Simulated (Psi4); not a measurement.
**NaBr (SMILES [Na][Br]) at B2PLYP/cc-pVTZ (density fitting for correlation)**

Aim: the energy change on altering one bond length of NaBr at B2PLYP/cc-pVTZ (density fitting for correlation), from 2 runs. 

Program for the calculation: Psi4 1.11.

1 further run of the same task is left out (it didn't finish).

### Step 1. The system as given

The species is NaBr (2 atoms), meant as a singlet with charge 0. SMILES: `[Na][Br]`. The coordinates come from a PBE0-D4/def2-TZVP relaxation.

Bond lengths: Na1–Br2 2.507 Å.

### Step 2. The energy at B2PLYP/cc-pVTZ (density fitting for correlation)

Input file calc.py:

```python
import psi4

psi4.set_memory('2200 MB')
psi4.set_num_threads(1)
psi4.set_output_file('brna.out', False)

geom = psi4.geometry("""
Na
Br 1 2.507117
units angstrom
symmetry c1
no_reorient
no_com
""")

psi4.set_options({
    'basis': 'cc-pVTZ',
    'puream': True,
    'e_convergence': 1e-09,
    'd_convergence': 1e-08,
    'scf_type': 'pk',
    'dft_radial_points': 99,
    'dft_spherical_points': 590,
    'num_frozen_docc': 10,
})

result = psi4.energy('b2plyp', molecule=geom)
print(f'b2plyp energy: {result:.10f} Eh')
for k, v in sorted(psi4.core.scalar_variables().items()):
    print(f'{k:45s} {v:18.10f}')
```

Started as:

```sh
$ python calc.py
```

brna.out:

```text
[...]
  Running in c1 symmetry.
[...]
  Nuclear repulsion =   81.261953912781095
[...]
  Multiplicity = 1
[...]
  Nalpha       = 23
  Nbeta        = 23
[...]
    Number of basis functions: 77
[...]
   @RKS iter   1: -2735.65283105918252   -1.57810e+00   1.53335e-02 DIIS/ADIIS
[...]
   @RKS iter  10: -2735.98459292837197    9.09495e-13   1.11697e-09 DIIS
[...]
    Orbital Energies [Eh]
    ---------------------
    Doubly Occupied:
       1A   -485.749309     2A    -63.500800     3A    -57.122832
       4A    -57.122542     5A    -57.122542     6A    -39.361180
       7A     -9.060580     8A     -6.793819     9A     -6.792525
      10A     -6.792525    11A     -2.754773    12A     -2.754296
      13A     -2.754296    14A     -2.753130    15A     -2.753129
      16A     -2.499552    17A     -1.345019    18A     -1.345019
      19A     -1.344007    20A     -0.754577    21A     -0.283607
      22A     -0.265687    23A     -0.265687
[...]
  @RKS Final Energy: -2735.98459292837197
   => Energetics <=
    Nuclear Repulsion Energy =             81.2619539127810953
    One-Electron Energy =               -3976.3956514567071281
    Two-Electron Energy =                1209.4774702676872948
    DFT Exchange-Correlation Energy =     -50.3283656521327885
    Empirical Dispersion Energy =           0.0000000000000000
    VV10 Nonlocal Energy =                  0.0000000000000000
    Total Energy =                      -2735.9845929283719670
[...]
 Multipole Moments:
 ------------------------------------------------------------------------------------
     Multipole            Electronic (a.u.)      Nuclear  (a.u.)        Total (a.u.)
 ------------------------------------------------------------------------------------
 L = 1.  Multiply by 2.5417464519 to convert [e a0] to [Debye]
 Dipole X            :         -0.0000000            0.0000000           -0.0000000
 Dipole Y            :         -0.0000000            0.0000000           -0.0000000
 Dipole Z            :         -0.6114870           -2.9502808           -3.5617678
 Magnitude           :                                                    3.5617678
[...]
```

The script printed:

```text
b2plyp energy: -2736.0641141034 Eh
B2PLYP DOUBLE-HYBRID CORRECTION ENERGY             -0.0795211750
B2PLYP TOTAL ENERGY                             -2736.0641141034
CURRENT ENERGY                                  -2736.0641141034
CURRENT REFERENCE ENERGY                        -2735.9845929284
DD SOLVATION ENERGY                                 0.0000000000
DFT FUNCTIONAL TOTAL ENERGY                     -2735.9845929284
DFT TOTAL ENERGY                                -2736.0641141034
DFT VV10 ENERGY                                     0.0000000000
DFT XC ENERGY                                     -50.3283656521
DOUBLE-HYBRID CORRECTION ENERGY                    -0.0795211750
GRID ELECTRONS ALPHA                               22.9999996864
GRID ELECTRONS BETA                                22.9999996864
GRID ELECTRONS TOTAL                               45.9999993728
NUCLEAR REPULSION ENERGY                           81.2619539128
ONE-ELECTRON ENERGY                             -3976.3956514567
PCM POLARIZATION ENERGY                             0.0000000000
PE ENERGY                                           0.0000000000
SCF ITERATION ENERGY                            -2735.9845929284
SCF ITERATIONS                                     10.0000000000
SCF TOTAL ENERGY                                -2735.9845929284
TWO-ELECTRON ENERGY                              1209.4774702677
XC GRID RADIAL POINTS                              99.0000000000
XC GRID SPHERICAL POINTS                          590.0000000000
XC GRID TOTAL POINTS                           113621.0000000000
```

It took 32 s on 1 thread of Intel Xeon 6975P-C (Granite Rapids), shared host; peak memory 1.3 GiB.

### Step 3. The distorted shape at the same level

Input file run.py:

```python
import numpy as np
from ase.calculators.psi4 import Psi4
from ase import Atoms

mol = Atoms(['Na', 'Br'], positions=[
    [1.387256, -0.493199, 0.698575],
    [-1.067110, 0.379380, -0.537360],
])
calc = Psi4(atoms=mol, method='b2plyp', basis='cc-pVTZ', memory='2200MB', num_threads=1, charge=0, multiplicity=1, label='calc')
calc.psi4.set_options({'puream': True, 'e_convergence': 1e-09, 'd_convergence': 1e-08, 'scf_type': 'pk', 'dft_radial_points': 99, 'dft_spherical_points': 590, 'num_frozen_docc': 10})
mol.calc = calc

print(f'energy: {mol.get_potential_energy():.6f} eV')
```

Started as:

```sh
$ python run.py
```

calc.dat:

```text
[...]
  Running in c1 symmetry.
[...]
  Nuclear repulsion =   70.662191421317985
[...]
  Multiplicity = 1
[...]
  Nalpha       = 23
  Nbeta        = 23
[...]
    Number of basis functions: 77
[...]
   @RKS iter   1: -2735.64164903323672   -1.59398e+00   1.52290e-02 DIIS/ADIIS
[...]
   @RKS iter  10: -2735.97578635795662   -1.81899e-11   4.70267e-09 DIIS
[...]
    Orbital Energies [Eh]
    ---------------------
    Doubly Occupied:
       1A   -485.738872     2A    -63.490022     3A    -57.112236
       4A    -57.111703     5A    -57.111703     6A    -39.391082
       7A     -9.049537     8A     -6.783111     9A     -6.781225
      10A     -6.781225    11A     -2.744021    12A     -2.743404
      13A     -2.743404    14A     -2.741630    15A     -2.741627
      16A     -2.524693    17A     -1.370593    18A     -1.370593
      19A     -1.368163    20A     -0.738864    21A     -0.266726
      22A     -0.251081    23A     -0.251081
[...]
  @RKS Final Energy: -2735.97578635795662
   => Energetics <=
    Nuclear Repulsion Energy =             70.6621914213179849
    One-Electron Energy =               -3955.3581616712440336
    Two-Electron Energy =                1199.0343152524071684
    DFT Exchange-Correlation Energy =     -50.3141313604373579
    Empirical Dispersion Energy =           0.0000000000000000
    VV10 Nonlocal Energy =                  0.0000000000000000
    Total Energy =                      -2735.9757863579561672
[...]
 Multipole Moments:
 ------------------------------------------------------------------------------------
     Multipole            Electronic (a.u.)      Nuclear  (a.u.)        Total (a.u.)
 ------------------------------------------------------------------------------------
 L = 1.  Multiply by 2.5417464519 to convert [e a0] to [Debye]
 Dipole X            :          0.6792890            2.8882054            3.5674944
 Dipole Y            :         -0.2415016           -1.0268181           -1.2683197
 Dipole Z            :          0.3420668            1.4544017            1.7964685
 Magnitude           :                                                    4.1908174
[...]
```

The script printed:

```text
energy: -74451.854030 eV
```

Wall time 30 s (1 thread of Intel Xeon 6975P-C (Granite Rapids), shared host); peak memory 1.3 GiB.

### Step 4. Summary of results

Level: B2PLYP/cc-pVTZ (density fitting for correlation), 10 core orbitals frozen.

| quantity | value |
| --- | --- |
| first shape: total energy | -2736.06411 Eh |
| first shape: HOMO energy (SCF part's orbitals) | -7.23 eV |
| first shape: LUMO energy (SCF part's orbitals) | -1.33 eV |
| first shape: HOMO–LUMO gap (SCF part's orbitals) | 5.90 eV |
| distorted shape: total energy | -2736.05519 Eh |
| distorted shape: HOMO energy (SCF part's orbitals) | -6.83 eV |
| distorted shape: LUMO energy (SCF part's orbitals) | -1.65 eV |
| distorted shape: HOMO–LUMO gap (SCF part's orbitals) | 5.18 eV |
| energy change with the Na1–Br2 bond stretched from 2.507 to 2.883 Å | 0.243 eV |

**Reading.** With the Na1–Br2 bond stretched from 2.507 to 2.883 Å the energy rises by 0.24 eV (23.4 kJ/mol). The first shape isn't relaxed at this level, so the change isn't measured from a minimum.
